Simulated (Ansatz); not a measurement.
# FH3S2Si: one species, many methods

One table from this session's results is given with a row withheld; the runs are named, their logs left out.

Program: Ansatz 0.2.0, Gaussian basis. Level of theory: functionals in def2-TZVPP, the program's frozen cores in correlated methods. These are calculated values, not measurements.

The runs, in order: LDA (SPW92), PBE-D4, revPBE-D4, BLYP-D4, r2SCAN-D4, B97M-V, PBE0-D4, B3LYP-D4, r2SCANh-D4, r2SCAN0-D4, HSE06-D4, BHLYP-D4, CAM-B3LYP-D4, LC-ωPBE, ωB97X-V, ωB97M-V, B2PLYP, PBE-QIDH; CCSD(T)/def2-SVP; CCSD(T)/def2-TZVPP; MP2/def2-QZVPP; extrapolation to the limit; RPA on PBE.

## The relaxed structure

An earlier PBE0-D4 in a triple-zeta def2 set relaxation fixed the geometry.

SMILES `F[SiH](S)S`, 7 atoms, charge 0, spin multiplicity 1.

Atoms are counted from 1 here; the program's logs count them from 0.

Bond lengths: F1–Si2 1.596 Å, Si2–S3 2.114 Å, Si2–S4 2.115 Å, Si2–H5 1.477 Å, S3–H6 1.344 Å, S4–H7 1.345 Å. Angles: F1–Si2–S3 113.1°, F1–Si2–S4 108.8°, F1–Si2–H5 105.2°, S3–Si2–S4 104.7°, S3–Si2–H5 110.5°, S4–Si2–H5 114.8°, Si2–S3–H6 93.3°, Si2–S4–H7 93.2°.

Set-up of the first run:

in.yaml reads:

```yaml
crystal:
  periodic: [false, false, false]
  atoms:
    - {symbol: F, position_ang: [-1.160769, -1.275528, 0.097846]}
    - {symbol: Si, position_ang: [0.009185, -0.203775, -0.075592]}
    - {symbol: S, position_ang: [0.815018, 0.448704, 1.766141]}
    - {symbol: S, position_ang: [-0.792162, 1.543165, -0.959029]}
    - {symbol: H, position_ang: [1.043301, -0.886197, -0.880085]}
    - {symbol: H, position_ang: [1.722807, -0.541964, 1.807551]}
    - {symbol: H, position_ang: [-1.576181, 0.847693, -1.802434]}
basis:
  gaussian: {orbitals: def2-TZVPP}
hamiltonian: {xc: lda}
output: {orbitals: {seedname: orbitals}}
```

Among the steps run: LDA; PBE-D4 (GGA); revPBE-D4 (GGA); BLYP-D4 (GGA); r2SCAN-D4 (meta-GGA); B97M-V (meta-GGA); PBE0-D4 (hybrid); B3LYP-D4 (hybrid); r2SCANh-D4 (hybrid); r2SCAN0-D4 (hybrid); HSE06-D4 (hybrid); BHLYP-D4 (hybrid); CAM-B3LYP-D4 (range-separated); LC-ωPBE (range-separated); ωB97X-V (range-separated); ωB97M-V (range-separated); B2PLYP (double hybrid); PBE-QIDH (double hybrid).

One table of the session follows, with a row left open; its other results are not shown here.

It belongs to the step «Frontier levels by functional». 

| functional | HOMO (eV) | gap (eV) |
| --- | --- | --- |
| LDA (SPW92) | ? | ? |
| PBE-D4 | -6.67 | 5.53 |
| revPBE-D4 | -6.62 | 5.56 |
| BLYP-D4 | -6.49 | 5.42 |
| r2SCAN-D4 | -6.98 | 6.18 |
| B97M-V | -7.06 | 6.09 |
| PBE0-D4 | -7.93 | 7.71 |
| B3LYP-D4 | -7.66 | 7.17 |
| r2SCANh-D4 | -7.43 | 6.96 |
| r2SCAN0-D4 | -8.12 | 8.12 |
| HSE06-D4 | -7.52 | 6.93 |
| BHLYP-D4 | -9.01 | 9.70 |
| CAM-B3LYP-D4 | -9.24 | 10.06 |
| LC-ωPBE | -10.68 | 12.76 |
| ωB97X-V | -10.30 | 12.20 |
| ωB97M-V | -10.11 | 11.77 |

**Question.** Estimate the row for LDA (SPW92).

As computed: HOMO (eV): -6.80; gap (eV): 5.49. In the column «HOMO (eV)» it lies between r2SCAN-D4 (-6.98) and PBE-D4 (-6.67).
